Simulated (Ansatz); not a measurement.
# C2H10NO4Ta: taking an electron away

An exercise on one series of results from a longer session: the logs are not shown, and one member is left open.

Program: Ansatz 0.2.0, Gaussian basis. Level of theory: unrestricted cation, the program's frozen cores in correlated methods. These are calculated values, not measurements.

Levels to be run: UKS PBE-D4/def2-TZVPP; UKS r2SCAN-D4/def2-TZVPP; UKS PBE0-D4/def2-TZVPP; UKS B3LYP-D4/def2-TZVPP; UKS wB97X-V/def2-TZVPP; UKS wB97M-V/def2-TZVPP; UKS B2PLYP/def2-TZVPP; UHF-CCSD(T)/def2-TZVPP; UHF-MP2/def2-QZVPP; extrapolation to the limit; then −ε(HOMO) from the neutral's earlier runs with LDA (SPW92), PBE-D4, revPBE-D4, BLYP-D4, r2SCAN-D4, B97M-V, PBE0-D4, B3LYP-D4, r2SCANh-D4, r2SCAN0-D4, HSE06-D4, BHLYP-D4, CAM-B3LYP-D4, LC-ωPBE, ωB97X-V, ωB97M-V.

## Structure used throughout

The geometry comes from an earlier relaxation with PBE0-D4 in a triple-zeta def2 set; it is a stationary point, not always the lowest conformer. Ta takes the def2 core potential; no spin-orbit term is included.

18 atoms, charge 0, spin multiplicity 1.

Atoms are counted from 1 here; the program's logs count them from 0.

Bond lengths: C1–N2 1.446 Å, C1–H9 1.098 Å, C1–H10 1.098 Å, C1–H11 1.090 Å, N2–C3 1.446 Å, N2–Ta4 1.965 Å, C3–H12 1.090 Å, C3–H13 1.098 Å, C3–H14 1.098 Å, Ta4–O5 1.932 Å, Ta4–O6 1.932 Å, Ta4–O7 1.946 Å, Ta4–O8 1.947 Å, O5–H15 0.956 Å, O6–H16 0.956 Å, O7–H17 0.960 Å, O8–H18 0.960 Å. Angles: N2–C1–H9 110.9°, N2–C1–H10 110.8°, N2–C1–H11 110.8°, H9–C1–H10 107.9°, H9–C1–H11 108.4°, H10–C1–H11 107.9°, C1–N2–C3 113.1°, C1–N2–Ta4 123.4°, C3–N2–Ta4 123.5°, N2–C3–H12 110.8°, N2–C3–H13 110.8°, N2–C3–H14 110.9°, H12–C3–H13 107.9°, H12–C3–H14 108.4°, H13–C3–H14 107.9°, N2–Ta4–O5 98.0°, N2–Ta4–O6 98.0°, N2–Ta4–O7 113.5° and more.

Set-up of the first run:

The input, in.yaml:

```yaml
crystal:
  periodic: [false, false, false]
  atoms:
    - {symbol: C, position_ang: [1.629592, 0.170495, -1.251287]}
    - {symbol: N, position_ang: [0.783644, -0.338854, -0.194801]}
    - {symbol: C, position_ang: [1.364811, -1.464019, 0.503430]}
    - {symbol: Ta, position_ang: [-0.973972, 0.421438, 0.247221]}
    - {symbol: O, position_ang: [-1.519315, 0.899633, -1.543290]}
    - {symbol: O, position_ang: [-0.912000, 0.151057, 2.159437]}
    - {symbol: O, position_ang: [-0.932685, 2.342883, 0.555700]}
    - {symbol: O, position_ang: [-2.402772, -0.900324, 0.289988]}
    - {symbol: H, position_ang: [2.586939, 0.526797, -0.849041]}
    - {symbol: H, position_ang: [1.844052, -0.612833, -1.990309]}
    - {symbol: H, position_ang: [1.145666, 0.997657, -1.770774]}
    - {symbol: H, position_ang: [0.710686, -1.801328, 1.307513]}
    - {symbol: H, position_ang: [2.331226, -1.190244, 0.947111]}
    - {symbol: H, position_ang: [1.533634, -2.305119, -0.181617]}
    - {symbol: H, position_ang: [-1.904271, 1.711951, -1.870003]}
    - {symbol: H, position_ang: [-1.574204, -0.217214, 2.743134]}
    - {symbol: H, position_ang: [-0.839929, 2.625822, 1.468023]}
    - {symbol: H, position_ang: [-2.908704, -1.006596, -0.518534]}
basis:
  gaussian: {orbitals: def2-TZVPP}
total_charge: 1
magnetization: {spin_polarized: true, initial_magnetization: 1}
hamiltonian: {xc: pbe, dispersion: d4}
```

Command:

```
> ansatz run in.yaml --threads 4 --pin off --events-out ev --progress --plain --max-ram 66560MiB --backend cuda --devices 0, --max-vram 37GiB
```

Steps of the session up to this table: Cation, UKS PBE-D4/def2-TZVPP; Cation, UKS r2SCAN-D4/def2-TZVPP; Cation, UKS PBE0-D4/def2-TZVPP; Cation, UKS B3LYP-D4/def2-TZVPP; Cation, UKS wB97X-V/def2-TZVPP; Cation, UKS wB97M-V/def2-TZVPP; Cation, UKS B2PLYP (frozen core)/def2-TZVPP; Cation, UHF-CCSD(T)/def2-TZVPP; Cation, UHF-MP2/def2-QZVPP.

One of the session's tables, all rows but one given; the rest of the session is left out.

Orbital estimates, from the neutral's runs:

```
  functional  −ε(HOMO) (eV)
 LDA (SPW92)           5.48
      PBE-D4           5.34
   revPBE-D4           5.28
     BLYP-D4           5.25
   r2SCAN-D4           5.60
      B97M-V           5.73
     PBE0-D4           6.68
    B3LYP-D4           6.47
  r2SCANh-D4           6.10
  r2SCAN0-D4           6.86
    HSE06-D4           6.27
    BHLYP-D4              ?
CAM-B3LYP-D4           8.05
     LC-ωPBE           9.36
     ωB97X-V           9.04
     ωB97M-V           8.95
```

Q: Estimate the row for BHLYP-D4 from the others.

Worked estimate for «−ε(HOMO) (eV)». Against the share of exact exchange, BLYP-D4 (0, 5.25), B3LYP-D4 (0.2, 6.47) give a slope of 6.10 per unit share; at 0.5 the line stands at 8.30.

As computed: −ε(HOMO) (eV): 7.95. In «−ε(HOMO) (eV)» the line misses by +0.35.
